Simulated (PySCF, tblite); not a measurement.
# C6H7PS: geometry, infrared bands and NMR shifts

Wanted: the infrared bands and NMR shifts of C6H7PS (`c1pc(C2CC2)cs1`), by calculation.

Computed with tblite 0.8.0 and PySCF 2.14.0, with density-fitted response routines of our own, on a single molecule in the gas phase. Atoms are numbered from 0 throughout.

## 1. The molecule as given

15 atoms, charge 0, multiplicity 1; geometry from: force field or distance geometry start.

Bonds of the start (Å): C0–P1 1.78, P1–C2 1.75, C2–C3 1.48, C3–C4 1.53, C4–C5 1.52, C2–C6 1.56, C6–S7 1.80, S7–C0 1.60, C5–C3 1.50, C0–H8 1.08, C3–H9 1.09, C4–H10 1.12, C4–H11 1.10, C5–H12 1.11, C5–H13 1.10, C6–H14 1.06.

## 2. Relaxing the molecule with GFN2-xTB

What the job is given:

```
{"job": {"kind": "relax", "xc": "GFN2-xTB", "basis": "xTB"}, "charge": 0, "multiplicity": 1}
C      3.182400    -0.379900     0.489800
P      1.472200    -0.544300     0.948500
C      0.417900     0.012100    -0.330700
C     -0.986600     0.216900    -0.740700
C     -1.906700     0.603000     0.422200
C     -1.923700    -0.800000    -0.160900
C      1.375100     0.485100    -1.473300
S      3.086800     0.251300    -0.972500
H      3.877300    -0.709600     1.243200
H     -1.279900     0.607200    -1.716900
H     -2.721900     1.302700     0.097800
H     -1.456100     0.722500     1.422100
H     -1.561000    -1.637000     0.471400
H     -2.801000    -1.025100    -0.792000
H      1.220900     0.903200    -2.435400
```

The run is started by

```sh
$ OMP_NUM_THREADS=1 python probes_run.py task.json out
```

One launch serves the whole session: the jobs run in the order shown.

**Question.** This job is followed by: GFN2-xTB harmonic vibrations, gas phase; GIAO PBE0/pcSseg-1 NMR shielding, non-relativistic, gas phase. What will the session give for the following? strongest single infrared mode (GFN2-xTB); zero-point energy (GFN2-xTB); 13C shifts against TMS (PBE0/pcSseg-1, means over atoms taken as alike); 1H shifts against TMS (PBE0/pcSseg-1, means over atoms taken as alike); 31P shifts against H3PO4 (PBE0/pcSseg-1); 33S shifts against CS2 (PBE0/pcSseg-1).

As calculated:

```
                                                               quantity                                value
                              strongest single infrared mode (GFN2-xTB)                 3103 cm⁻¹, 80 km/mol
                                           zero-point energy (GFN2-xTB)                        69.7 kcal/mol
13C shifts against TMS (PBE0/pcSseg-1, means over atoms taken as alike)  180.2, 170.4, 136.5, 19.4, 19.3 ppm
 1H shifts against TMS (PBE0/pcSseg-1, means over atoms taken as alike)     8.63, 7.79, 2.20, 1.34, 0.89 ppm
                               31P shifts against H3PO4 (PBE0/pcSseg-1)                            219.3 ppm
                                 33S shifts against CS2 (PBE0/pcSseg-1)                              322 ppm
```

In words: The optimisation took 34 steps and gained 2.674 eV; among the close pairs (by a distance rule), C2–C6 changed most, from 1.564 to 1.357 Å. No mode is imaginary among the 39: a minimum at this level. The strongest single mode, at 3103 cm⁻¹, moves mainly H13 and H10. GFN2-xTB is a fitted tight-binding method: band positions and strengths are rough. Its intensities can rank the bands wrongly. At PBE0/pcSseg-1: Shielding is most anisotropic at P1 (span 573 ppm, paramagnetic term -869 ppm). NICS(1)zz of -25 ppm above the planar ring from C0 marks a diatropic (aromatic) ring current.
